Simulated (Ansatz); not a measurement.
Set up this calculation in Ansatz 0.2.0, as the native input.

- Task: relaxation of cell and atoms
- Functional: PBEsol
- Potentials or basis: Ansatz PAW
- Cutoff: 420 eV (not typed: the program's choice for these potentials)
- k mesh: 7 × 7 × 2
- Occupations: fermi-dirac, width 0.05 eV
- Spin: no spin polarisation

Ge2Sb2Te5:

```xyz
9
Lattice="4.2941 0.0000 0.0000 -2.1470 3.7188 0.0000 0.0000 0.0000 17.1013" Properties=species:S:1:pos:R:3 pbc="T T T"
Te    2.1470    1.2396    7.1807
Te    0.0000    2.4792    9.9206
Te    0.0000    2.4792    3.4466
Te    2.1470    1.2396   13.6547
Te    0.0000    0.0000    0.0000
Sb    0.0000    0.0000    5.4736
Sb    0.0000    0.0000   11.6278
Ge    2.1470    1.2396    1.7596
Ge    0.0000    2.4792   15.3417
```

The cell comes from a database or a generator and needn't be the stable form of this composition.

The input as run:

input.yaml

```yaml
crystal:
  lattice:
    - [4.2940644248, 0.0, 0.0]
    - [-2.1470322124, 3.7187688774, 0.0]
    - [0.0, 0.0, 17.101346]
  atoms:
    - { symbol: Te, position: [0.6666666667, 0.3333333333, 0.419892] }
    - { symbol: Te, position: [0.3333333333, 0.6666666667, 0.580108] }
    - { symbol: Te, position: [0.3333333333, 0.6666666667, 0.201542] }
    - { symbol: Te, position: [0.6666666667, 0.3333333333, 0.798458] }
    - { symbol: Te, position: [0.0, 0.0, 0.0] }
    - { symbol: Sb, position: [0.0, 0.0, 0.320068] }
    - { symbol: Sb, position: [0.0, 0.0, 0.679932] }
    - { symbol: Ge, position: [0.6666666667, 0.3333333333, 0.102895] }
    - { symbol: Ge, position: [0.3333333333, 0.6666666667, 0.897105] }
hamiltonian:
  xc: pbesol
  pseudopotentials: { kind: paw }
kpoints:
  mp_grid: { grid: [7, 7, 2] }
scf:
  occupations: { method: fermi_dirac, width: 0.05 }
output:
  forces: true
  stress: true
  eigenvalues: true
relax:
  f_tol: 0.01
  max_steps: 40
  cell: { stress_tol: 0.05 }
```

Potentials or basis: Ansatz PAW.

The run is started by

```console
$ ansatz run input.yaml --threads 4 --pin off --max-ram 11264MiB --backend cpu --events-out ev --progress --plain --runs-dir out
```

It gave:

```json
{"Relaxed volume": "29.00 Å³/atom", "Relaxed cell": "a = 4.225 Å, b = 4.225 Å, c = 16.879 Å, α = 90.00°, β = 90.00°, γ = 120.00°", "Space group after relaxing (to 0.05 Å)": "P-3m1 (No. 164)", "Energy gained by relaxing": "11.3 meV/atom", "Ionic steps": "5", "Pressure after relaxing": "0.0 GPa", "Band gap on the k mesh": "0.16 eV, direct"}
```

Caveat: odd divisions of the mesh miss points on the zone boundary, where band edges often lie, so the gap on the mesh can be too wide; the plane-wave basis is chosen anew once the cell has moved, so the energies of steps on either side of that aren't comparable; spin-orbit coupling is left out, which moves the levels of the heavy elements; the PAW data sets come from PBE, with cores solved anew for the run's functional, which leaves a small shift of forces and pressure.

Wall time 33 s on 4 threads of Arm Neoverse V1, on a shared host, peak memory 1 GiB.
